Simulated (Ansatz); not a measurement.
CsLiCr2Te2S3:

```
Cs Li Cr Te S
1.0
     7.05684    0.00000    0.00000
     0.00000    3.98060    0.00000
    -2.67333    0.00000    8.68168
Cs Li Cr Te S
1 1 2 2 3
Direct
  0.07739 0.00000 0.37706
  0.86424 0.50000 0.78883
  0.12646 0.00000 0.94616
  0.59290 0.50000 0.97165
  0.50838 0.00000 0.15270
  0.55612 0.00000 0.74893
  0.87426 0.00000 0.68502
  0.25176 0.50000 0.84402
  0.96294 0.50000 0.05357
```

The cell was built by a generator and needn't be a form met in nature.

Base run:

| Property | Result |
| --- | --- |
| Program | Ansatz 0.2.0 |
| Functional | PBE |
| Potentials or basis | Ansatz PAW |
| Cutoff | 420 eV (not typed: the program's choice for these potentials) |
| k mesh | 4 × 7 × 3 |
| Occupations | fermi-dirac, width 0.05 eV |
| Spin | collinear spin, ferromagnetic start |
| Starting moments | [0.0, 0.0, 3.0, 3.0, 0.0, 0.0, 0.0, 0.0, 0.0] μB |

Its results: band gap on the k mesh 0.48 eV, indirect (least direct gap 0.77 eV); pressure 0.0 GPa; net moment 6.00 μB per cell; site moments Cs +0.00; Li +0.00; Cr +2.89, +2.69; Te -0.13, -0.04; S -0.03, -0.10, -0.05 μB; largest force 0.009 eV/Å.

Q: After a change of settings the same cell gave: band gap on the k mesh none (metal or under the smearing width); pressure 4.9 GPa; net moment 6.03 μB per cell; site moments Cs -0.01; Li -0.00; Cr +3.64, +3.52; Te -0.47, -0.17; S -0.12, -0.42, -0.27 μB; largest force 1.019 eV/Å. Which change was it?
A. potentials or basis from Ansatz PAW to SPMS NC; cutoff from 420 eV (not typed: the program's choice for these potentials) to 871 eV (not typed: the program's choice for these potentials)
B. hubbard terms from none to Cr d U = 6 eV; hubbard projectors from none to ortho-atomic (the default)
C. hubbard terms from none to Cr d U = 8 eV; hubbard projectors from none to ortho-atomic (the default)

A: C.

Caveats: only a ferromagnetic start was run, and an antiferromagnetic order may lie lower in energy; odd divisions of the mesh miss points on the zone boundary, where band edges often lie, so the gap on the mesh can be too wide (some runs); spin-orbit coupling is left out, which moves the levels of the heavy elements (some runs); the magnetic or orbital state may not be the lowest (some runs); forces of over 1 eV/Å show positions far from the minimum, so gaps and moduli don't describe the material at rest (some runs).
